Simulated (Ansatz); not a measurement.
# GaH₅O₄: basis-set convergence

One table from this session's results is given with a row withheld; the runs are named, their logs left out.

Program: Ansatz 0.2.0, Gaussian basis. Level of theory: one geometry, several basis sets. These are calculated values, not measurements.

Plan: PBE0-D4/def2-SVP; ωB97M-V/def2-SVP; PBE0-D4/def2-QZVPP; ωB97M-V/def2-QZVPP; the functionals' def2-TZVPP values are taken from earlier runs.

## The relaxed structure

The geometry comes from an earlier relaxation with PBE0-D4 in a triple-zeta def2 set; it is a stationary point, not always the lowest conformer.

SMILES `[OH][Ga-]([OH])([OH])[OH2+]`, 10 atoms, charge 0, spin multiplicity 1.

Atoms are counted from 1 here; the program's logs count them from 0.

Bond lengths: O1–Ga2 1.802 Å, O1–H6 0.959 Å, Ga2–O3 1.812 Å, Ga2–O4 1.787 Å, Ga2–O5 2.105 Å, O3–H7 0.958 Å, O4–H8 0.959 Å, O5–H9 0.969 Å, O5–H10 0.966 Å. Angles: Ga2–O1–H6 113.3°, O1–Ga2–O3 117.8°, O1–Ga2–O4 117.7°, O1–Ga2–O5 92.6°, O3–Ga2–O4 120.8°, O3–Ga2–O5 87.3°, O4–Ga2–O5 109.1°, Ga2–O3–H7 114.1°, Ga2–O4–H8 112.9°, Ga2–O5–H9 97.4°, Ga2–O5–H10 102.3°, H9–O5–H10 106.9°.

The first run:

in.yaml reads:

```yaml
crystal:
  periodic: [false, false, false]
  atoms:
    - {symbol: O, position_ang: [-1.365480, 0.839531, 0.826814]}
    - {symbol: Ga, position_ang: [-0.258700, -0.369568, 0.077799]}
    - {symbol: O, position_ang: [1.268420, -0.778967, 0.963253]}
    - {symbol: O, position_ang: [-0.951151, -1.497028, -1.122647]}
    - {symbol: O, position_ang: [0.840938, 1.116972, -0.928978]}
    - {symbol: H, position_ang: [-2.290301, 0.680034, 0.631000]}
    - {symbol: H, position_ang: [1.179818, -0.778080, 1.917349]}
    - {symbol: H, position_ang: [-0.379363, -2.244774, -1.305598]}
    - {symbol: H, position_ang: [1.649849, 1.053806, -0.399180]}
    - {symbol: H, position_ang: [0.389168, 1.926775, -0.656811]}
basis:
  gaussian: {orbitals: def2-SVP}
hamiltonian: {xc: pbe0, dispersion: d4}
output: {orbitals: {seedname: orbitals}}
```

Among the steps run: PBE0-D4 in def2-SVP; ωB97M-V in def2-SVP; PBE0-D4 in def2-QZVPP; ωB97M-V in def2-QZVPP.

One of the session's tables, all rows but one given; the rest of the session is left out.

It belongs to the step «Functionals by basis». 

```
functional       basis  HOMO (eV)  LUMO (eV)
   PBE0-D4    def2-SVP      -7.94       0.12
   PBE0-D4  def2-TZVPP      -8.27      -0.34
   PBE0-D4  def2-QZVPP      -8.37      -0.59
   ωB97M-V    def2-SVP          ?          ?
   ωB97M-V  def2-TZVPP     -10.77       1.25
   ωB97M-V  def2-QZVPP     -10.88       0.85
```

Q: Estimate the row for ωB97M-V, def2-SVP from the others.

**Answer.** HOMO (eV): -10.41; LUMO (eV): 1.83. In the column «HOMO (eV)» it lies between ωB97M-V, def2-TZVPP (-10.77) and PBE0-D4, def2-QZVPP (-8.37).
